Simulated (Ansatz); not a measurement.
Predict the output of the script below (Ansatz 0.2.0 through its Python package).

`tae_c3h4s.py`
```python
"""Energy to split C3H4S into its atoms."""

from collections import Counter

import ansatz as az
from ase import Atoms

BASIS = "pcseg-2"
XC = "r2SCAN"


def energy(molecule, charge=0, unpaired=0):
    calc = molecule.calculation().basis(gaussian=BASIS).functional(XC)
    if charge:
        calc = calc.charge(charge)
    if unpaired:
        calc = calc.spin("collinear", total=unpaired)
    report = calc.run(threads=1, backend="cpu").report
    if report["published_state_doubts"]:
        print("  doubts:", report["published_state_doubts"])
    return report["free_energy_ev"]


def main() -> None:
    atoms = Atoms(["C", "C", "S", "C", "H", "H", "H", "H"], positions=[
        (2.0967, -0.3744, 0.8349),
        (0.9031, -0.6566, 0.6442),
        (-0.7325, -1.1164, 0.3851),
        (-1.1779, 0.3156, -0.5717),
        (3.0642, -0.0545, 0.9668),
        (-1.1465, 1.2433, 0.0085),
        (-0.6472, 0.3917, -1.4888),
        (-2.2677, 0.1943, -0.8349),
    ])
    molecule = az.Crystal.molecule_from_ase(atoms)

    # Hund ground states
    unpaired = {"C": 2, "S": 2, "H": 1}
    counts = Counter(site.symbol for site in molecule.cartesian_sites)
    atom_energy = {s: energy(az.Crystal.molecule().atom(s, (0, 0, 0)), 0, unpaired[s]) for s in counts}
    whole = energy(molecule, 0, 0)
    for s, e in atom_energy.items():
        print(f"{s:2s} x{counts[s]}  {e:14.5f} eV")
    print(f"C3H4S: {whole:.5f} eV")
    split = sum(counts[s] * e for s, e in atom_energy.items()) - whole
    print(f"atomisation energy (no zero-point term): {23.060548 * split:.1f} kcal/mol, {split / sum(counts.values()):.3f} eV an atom")


if __name__ == "__main__":
    main()
```

```console
$ python tae_c3h4s.py
C  x3     -1029.44896 eV
S  x1    -10832.57535 eV
H  x4       -13.60816 eV
C3H4S: -14008.19084 eV
atomisation energy (no zero-point term): 757.2 kcal/mol, 4.104 eV an atom
```

757.2 kcal/mol from the electronic energies, without the zero-point term.

Notes:
- Total energies depend on the basis set; only differences at equal settings carry meaning.
- The geometry is a force-field or estimated start, not a minimum of this method, and the basis set is short of its limit. All parts are taken at fixed geometry, without zero-point energy.
- It ran for 9.9 s on 1 thread of Arm Neoverse V1 (shared host), peak memory 0.27 GiB.
